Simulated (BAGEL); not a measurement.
# PBE0/cc-pVDZ (density fitting with qzvpp-jkfit) run of SiH4S3 (SMILES S[SiH](S)S)

What is the energy change on altering one bond length of SiH4S3 at PBE0/cc-pVDZ (density fitting with qzvpp-jkfit)? 

Program for the calculation: BAGEL 1.2.2.

2 further runs of the same task are left out: 2 that didn't finish. Runs told in other sessions of the task aren't counted.

### Step 1. The system as given

SiH4S3: 8 atoms, total charge 0, spin state singlet. SMILES: `S[SiH](S)S`. Geometry: relaxed at PBE0-D4/def2-TZVP. This is one conformer, not always the lowest.

Bond lengths: S1–Si2 2.123 Å, Si2–S3 2.132 Å, Si2–S4 2.134 Å, S1–H5 1.344 Å, Si2–H6 1.483 Å, S3–H7 1.344 Å, S4–H8 1.345 Å. Angles: S1–Si2–S3 103.1°, S1–Si2–S4 106.5°, S3–Si2–S4 117.1°, S1–Si2–H6 115.2°, S3–Si2–H6 107.6°, S4–Si2–H6 107.7°, Si2–S1–H5 94.0°, Si2–S3–H7 93.2°, Si2–S4–H8 93.7°.

### Step 2. The energy at PBE0/cc-pVDZ (density fitting with qzvpp-jkfit)

The input, job.json:

```json
{ "bagel" : [

{
  "title" : "molecule",
  "basis" : "cc-pvdz.json",
  "df_basis" : "qzvpp-jkfit",
  "angstrom" : true,
  "geometry" : [
    { "atom" : "S", "xyz" : [      -0.544300,       1.776500,      -1.229100 ] },
    { "atom" : "Si", "xyz" : [       0.100100,       0.183500,       0.018000 ] },
    { "atom" : "S", "xyz" : [       2.044800,      -0.262400,      -0.732700 ] },
    { "atom" : "S", "xyz" : [      -1.377800,      -1.347700,      -0.143500 ] },
    { "atom" : "H", "xyz" : [      -1.843300,       1.616800,      -0.921300 ] },
    { "atom" : "H", "xyz" : [       0.241700,       0.523900,       1.454100 ] },
    { "atom" : "H", "xyz" : [       2.509800,      -0.628200,       0.473600 ] },
    { "atom" : "H", "xyz" : [      -1.038900,      -1.919600,       1.025200 ] }
  ]
},

{
  "title" : "ks",
  "xc_func" : "pbe0"
},

{
  "title" : "print",
  "file" : "orbitals.molden",
  "orbitals" : true
}

]}
```

The basis set cc-pVDZ is read from a file made from the Basis Set Exchange's data (not shown).

The run is started by

```
$ BAGEL_NUM_THREADS=1 BAGEL job.json > job.out
```

Standard output:

```text
* using 1 threads per process

  ===============================================================
  ===============================================================

  *** Geometry ***

  { "atom" : "S", "xyz" : [     -1.028578,      3.357098,     -2.322662 ] },
  { "atom" : "Si", "xyz" : [      0.189162,      0.346765,      0.034015 ] },
  { "atom" : "S", "xyz" : [      3.864112,     -0.495864,     -1.384602 ] },
  { "atom" : "S", "xyz" : [     -2.603665,     -2.546784,     -0.271176 ] },
  { "atom" : "H", "xyz" : [     -3.483332,      3.055309,     -1.741005 ] },
  { "atom" : "H", "xyz" : [      0.456747,      0.990028,      2.747851 ] },
  { "atom" : "H", "xyz" : [      4.742835,     -1.187126,      0.894974 ] },
  { "atom" : "H", "xyz" : [     -1.963236,     -3.627518,      1.937347 ] },

  Number of auxiliary basis functions:      584

  Since a DF basis is specified, we compute 2- and 3-index integrals:
    o Being stored without compression. Storage requirement is 0.040 GB

  Number of basis functions:       92
  Number of electrons      :       66

    * METHOD: MOLECULE                             0.31

  *** Kohn-Sham DFT ***

    * Removing 14823 points whose weight is below 1.00e-10
    * Grid points: 104425

  === Nuclear Repulsion ===
   339.3810208706

       - DIIS with orbital gradients will be used.

  === KS iteration (pbe0 / cc-pvdz.json) ===
      0      -1463.38235893          0.09738944           0.52
      1      -1471.65680071          0.09418891           0.48
      2      -1469.78377108          0.10761000           0.48
      3      -1485.12630613          0.02445696           0.47
      4      -1485.68076152          0.01816883           0.48
      5      -1486.01696396          0.00351909           0.47
      6      -1486.02485376          0.00094669           0.48
      7      -1486.02540394          0.00030162           0.48
      8      -1486.02549789          0.00011144           0.48
      9      -1486.02551437          0.00001289           0.48
     10      -1486.02551451          0.00000588           0.48
     11      -1486.02551454          0.00000100           0.48
     12      -1486.02551454          0.00000056           0.48
     13      -1486.02551454          0.00000010           0.48
     14      -1486.02551454          0.00000004           0.48
     15      -1486.02551454          0.00000001           0.48
     16      -1486.02551454          0.00000000           0.48
    * SCF iteration converged.

    * Permanent dipole moment:
           (    0.110685,     0.229642,    -0.908229) a.u.

    * METHOD: KS                                   8.96

    * METHOD: PRINT                                0.03

  ===============================================================
```

It took 9.6 s on 1 thread of AMD EPYC 9B14 (Zen 4), shared host; peak memory 0.51 GiB.

### Step 3. The distorted shape at the same level

The input, calc.json:

```json
{ "bagel": [

{
  "title": "molecule",
  "basis": "cc-pvdz.json",
  "df_basis": "qzvpp-jkfit",
  "angstrom": true,
  "geometry": [
    { "atom": "S", "xyz": [   -0.615100,    1.606301,   -1.947147 ] },
    { "atom": "Si", "xyz": [    0.029300,    0.013301,   -0.700047 ] },
    { "atom": "S", "xyz": [    1.974000,   -0.432599,   -1.450747 ] },
    { "atom": "S", "xyz": [   -1.448600,   -1.517899,   -0.861547 ] },
    { "atom": "H", "xyz": [   -1.914100,    1.446601,   -1.639347 ] },
    { "atom": "H", "xyz": [    0.241700,    0.523900,    1.454100 ] },
    { "atom": "H", "xyz": [    2.439000,   -0.798399,   -0.244447 ] },
    { "atom": "H", "xyz": [   -1.109700,   -2.089799,    0.307153 ] }
  ]
},
{ "title": "ks", "xc_func": "pbe0", "charge": 0 },
{ "title": "print", "file": "orbitals.molden", "orbitals": true }

]}
```

The basis set cc-pVDZ is read from a file made from the Basis Set Exchange's data (not shown).

The run is started by

```
$ BAGEL_NUM_THREADS=1 BAGEL calc.json > calc.out
```

Standard output:

```text
* using 1 threads per process

  ===============================================================
  ===============================================================

  *** Geometry ***

  { "atom" : "S", "xyz" : [     -1.162371,      3.035469,     -3.679575 ] },
  { "atom" : "Si", "xyz" : [      0.055369,      0.025135,     -1.322897 ] },
  { "atom" : "S", "xyz" : [      3.730319,     -0.817494,     -2.741515 ] },
  { "atom" : "S", "xyz" : [     -2.737457,     -2.868413,     -1.628088 ] },
  { "atom" : "H", "xyz" : [     -3.617125,      2.733680,     -3.097917 ] },
  { "atom" : "H", "xyz" : [      0.456747,      0.990028,      2.747851 ] },
  { "atom" : "H", "xyz" : [      4.609042,     -1.508755,     -0.461938 ] },
  { "atom" : "H", "xyz" : [     -2.097029,     -3.949148,      0.580435 ] },

  Number of auxiliary basis functions:      584

  Since a DF basis is specified, we compute 2- and 3-index integrals:
    o Being stored without compression. Storage requirement is 0.040 GB

  Number of basis functions:       92
  Number of electrons      :       66

    * METHOD: MOLECULE                             0.31

  *** Kohn-Sham DFT ***

    * Removing 14316 points whose weight is below 1.00e-10
    * Grid points: 104932

  === Nuclear Repulsion ===
   336.2542487591

       - DIIS with orbital gradients will be used.

  === KS iteration (pbe0 / cc-pvdz.json) ===
      0      -1463.60698375          0.09607736           0.53
      1      -1470.01103385          0.08806241           0.49
      2      -1466.11481050          0.10433860           0.49
      3      -1484.40186194          0.03159251           0.49
      4      -1484.41581286          0.03299137           0.49
      5      -1485.91869443          0.00563363           0.49
      6      -1485.94649990          0.00293689           0.48
      7      -1485.95691132          0.00079280           0.48
      8      -1485.95772512          0.00023226           0.48
      9      -1485.95776666          0.00007294           0.48
     10      -1485.95777213          0.00002257           0.48
     11      -1485.95777272          0.00000659           0.49
     12      -1485.95777275          0.00000461           0.48
     13      -1485.95777277          0.00000083           0.48
     14      -1485.95777277          0.00000025           0.48
     15      -1485.95777277          0.00000006           0.49
     16      -1485.95777277          0.00000002           0.48
     17      -1485.95777277          0.00000001           0.48
    * SCF iteration converged.

    * Permanent dipole moment:
           (    0.167777,     0.376360,    -0.363031) a.u.

    * METHOD: KS                                   9.45

    * METHOD: PRINT                                0.03

  ===============================================================
```

Wall time 10 s (1 thread of AMD EPYC 9B14 (Zen 4), shared host); peak memory 0.51 GiB.

### Step 4. What came out

Level: PBE0/cc-pVDZ (density fitting with qzvpp-jkfit).

| quantity | value |
| --- | --- |
| first shape: total energy | -1486.02551 Eh |
| first shape: dipole moment | 2.40 D |
| first shape: HOMO energy | -7.43 eV |
| first shape: LUMO energy | -0.02 eV |
| first shape: HOMO–LUMO gap | 7.41 eV |
| distorted shape: total energy | -1485.95777 Eh |
| distorted shape: dipole moment | 1.40 D |
| distorted shape: HOMO energy | -7.33 eV |
| distorted shape: LUMO energy | -1.86 eV |
| distorted shape: HOMO–LUMO gap | 5.47 eV |
| energy change with the Si2–H6 bond stretched from 1.483 to 2.224 Å | 1.843 eV |

What this shows: With the Si2–H6 bond stretched from 1.483 to 2.224 Å the energy rises by 1.84 eV (43 kcal/mol). The first shape isn't relaxed at this level, so the change isn't measured from a minimum.
